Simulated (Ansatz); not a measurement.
# NaCuPO: the cost of one run

Program: Ansatz 0.2.0. Level of theory: reference: DFT PBE, plane waves, PAW, scalar-relativistic, no spin polarisation. These are calculated values, not measurements.

### Step 1. The starting structure

The structure is tetragonal, space group P4/nmm (No. 129). Conventional cell: a = 3.723 Å, b = 3.723 Å, c = 8.097 Å, α = 90.00°, β = 90.00°, γ = 90.00°. Na (site symmetry 4mm) has 4 O at 2.29 Å as nearest neighbours. Cu (site symmetry -4m2) has 4 P at 2.36 Å and 4 Cu at 2.63 Å as nearest neighbours. P (site symmetry 4mm) has 4 Cu at 2.36 Å as nearest neighbours. O (site symmetry -4m2) is surrounded by 4 Na at 2.29 Å.

As a file:

```cif
data_structure
_symmetry_space_group_name_H-M 'P 1'
_symmetry_Int_Tables_number 1
_cell_length_a 3.7227
_cell_length_b 3.7227
_cell_length_c 8.0970
_cell_angle_alpha 90.000
_cell_angle_beta 90.000
_cell_angle_gamma 90.000
_cell_volume 112.21
loop_
_atom_site_label
_atom_site_type_symbol
_atom_site_fract_x
_atom_site_fract_y
_atom_site_fract_z
_atom_site_occupancy
Na1 Na 0.25000 0.25000 0.66522 1
Na2 Na 0.75000 0.75000 0.33478 1
Cu1 Cu 0.75000 0.25000 0.00000 1
Cu2 Cu 0.25000 0.75000 0.00000 1
P1 P 0.25000 0.25000 0.17820 1
P2 P 0.75000 0.75000 0.82180 1
O1 O 0.75000 0.25000 0.50000 1
O2 O 0.25000 0.75000 0.50000 1
```

### Step 2. Baseline

input.yaml

```yaml
crystal:
  lattice:
    - [3.722741, 0.0, 0.0]
    - [0.0, 3.722741, 0.0]
    - [0.0, 0.0, 8.096963]
  atoms:
    - { symbol: Na, position: [0.25, 0.25, 0.66522] }
    - { symbol: Na, position: [0.75, 0.75, 0.33478] }
    - { symbol: Cu, position: [0.75, 0.25, 0.0] }
    - { symbol: Cu, position: [0.25, 0.75, 0.0] }
    - { symbol: P, position: [0.25, 0.25, 0.1782] }
    - { symbol: P, position: [0.75, 0.75, 0.8218] }
    - { symbol: O, position: [0.75, 0.25, 0.5] }
    - { symbol: O, position: [0.25, 0.75, 0.5] }
  symmetry: { tolerance: 0.0003 }
kpoints:
  mp_grid: { grid: [5, 5, 3], shift: [0, 0, 0] }
magnetization:
  spin_polarized: false
scf:
  occupations: { method: fermi_dirac, width: 0.0656 }
hamiltonian:
  pseudopotentials: { kind: paw }
  xc: pbe
basis:
  ecutwfc: 420
output:
  forces: true
  stress: true
  eigenvalues: true
```

The run is started by

```
ansatz run input.yaml --threads 1 --pin off --max-ram 2560MiB --backend cpu --events-out ev --progress --plain --runs-dir out
```

What time and memory should one allow on 1 thread of AMD EPYC 9R45 (Zen 5), shared host?

About 1.9 s, with a peak of 0.42 GiB.
